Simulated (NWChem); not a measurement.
# BClF2 (chlorodifluoroborane): TPSSh/jun-cc-pV(D+d)Z

Aim: the electronic atomisation energy of BClF2 (chlorodifluoroborane) at TPSSh/jun-cc-pV(D+d)Z, from 4 runs. 

The calculation is run with NWChem 7.3.0.

### 1 The structure to begin with

BClF2 has 4 atoms, charge 0, and is taken as a singlet. SMILES: `FB(F)Cl`. The coordinates come from a PBE0-D4/def2-TZVP relaxation.

Bond lengths: F1–B2 1.310 Å, B2–F3 1.310 Å, B2–Cl4 1.740 Å. Angles: F1–B2–F3 119.0°, F1–B2–Cl4 120.5°, F3–B2–Cl4 120.5°.

### 2 A single-point energy at TPSSh/jun-cc-pV(D+d)Z (run 1)

The input, bclf2.nw:

```
start bclf2
memory stack 880 mb heap 220 mb global 1100 mb
geometry noautosym nocenter noautoz
F    -0.173700   -1.254300   -0.546300
B    -0.067100   -0.041300   -0.062000
F    -1.011600    0.830100   -0.317700
Cl    1.307900    0.405300    0.905700
end
basis spherical bse
F library "jun-cc-pV(D+d)Z"
B library "jun-cc-pV(D+d)Z"
Cl library "jun-cc-pV(D+d)Z"
end
dft
xc xctpssh
grid fine
convergence energy 1e-08
maxiter 100
mulliken
noprint "final vectors analysis"
end
task dft energy
```

Started as:

```console
nwchem bclf2.nw > bclf2.out
```

What it wrote:

```text
[...]
          Wavefunction type:  closed shell.
          No. of atoms     :     4
          No. of electrons :    40
[...]
          Charge           :     0
          Spin multiplicity:     1
[...]
          AO basis - number of functions:    81
[...]
              XC Information
              --------------
                  TPSS hybrid Method XC Functional
                     Hartree-Fock (Exact) Exchange  0.100
                  TPSS metaGGA Exchange Functional  0.900
             TPSS03 metaGGA Correlation Functional  1.000
[...]
 d= 0,ls=0.0,diis     1   -684.8344533973 -8.27D+02  1.81D-02  7.99D-01     2.7
[...]
 d= 0,ls=0.0,diis     8   -684.9307022440  1.11D-09  4.02D-06  1.66D-07    15.5
         Total DFT energy =     -684.930702243994
      One electron energy =    -1229.443192188474
           Coulomb energy =      455.700554357574
    Exchange-Corr. energy =      -53.324375461879
 Nuclear repulsion energy =      142.136311048785
[...]
      Total Density - Mulliken Population Analysis
     ---------------------------------------------
    Atom       Charge   Shell Charges
 -----------   ------   -------------------------------------------------------
    1 F    9     9.09   2.01  0.91  0.95  0.01  3.36  1.76  0.09  0.01
    2 B    5     4.73   2.01  0.57  0.14  0.01  1.52  0.08  0.00  0.40
    3 F    9     9.09   2.01  0.91  0.95  0.01  3.36  1.76  0.09  0.01
    4 Cl  17    17.08   2.00  2.03  0.95  0.94  0.00  6.00  3.11  1.96  0.05  0.00  0.03
[...]
```

It took 16 s on 1 thread of Intel Xeon Platinum 8375C at 2.90GHz (Ice Lake), shared host; peak memory 0.11 GiB.

### 3 The B atom (run 2)

The input, b.nw:

```
start b
memory 2200 mb
charge 0
geometry units angstroms noautosym nocenter noautoz
  B        0.000000       0.000000       0.000000
end
basis "ao basis" spherical bse
  * library "jun-cc-pV(D+d)Z"
end
dft
  xc xctpssh
  mult 2
  grid fine
  convergence energy 1e-08
  maxiter 100
  mulliken
  print low
end
task dft energy
```

Run the same way, it converges to -24.66364 Eh (log not shown).

Run 3 isn't shown in full; the table further down has it.

### 4 The F atom, same level (run 4)

The input, f.nw:

```
echo
start f
title "F"
memory 2200 mb

geometry units angstrom noautosym nocenter noautoz
F     0.000000    0.000000    0.000000
end

basis "ao basis" spherical bse
* library "jun-cc-pV(D+d)Z"
end

dft
xc xctpssh
mult 2
grid fine
convergence energy 1e-08
maxiter 100
mulliken
print low
end

task dft energy
```

Run the same way, it converges to -99.73641 Eh (log not shown).

### 5 All runs side by side

```
run                   level  partner  energy (Eh)  wall time
  1   TPSSh/jun-cc-pV(D+d)Z     base  -684.930702       16 s
  2  UTPSSh/jun-cc-pV(D+d)Z    atoms   -24.663640     0.98 s
  3  UTPSSh/jun-cc-pV(D+d)Z    atoms  -460.158266      2.3 s
  4  UTPSSh/jun-cc-pV(D+d)Z    atoms   -99.736407     0.96 s
```

### 6 What came out

At TPSSh/jun-cc-pV(D+d)Z:

```
                     quantity         value
         F atom: total energy  -99.73641 Eh
                 F atom: ⟨S²⟩         0.751
electronic atomisation energy     17.306 eV
```

**Reading.** Taking the molecule apart into free atoms costs 17.31 eV (1670 kJ/mol), before zero-point energy and without spin-orbit coupling. All runs together took 20 s, the longest 16 s.
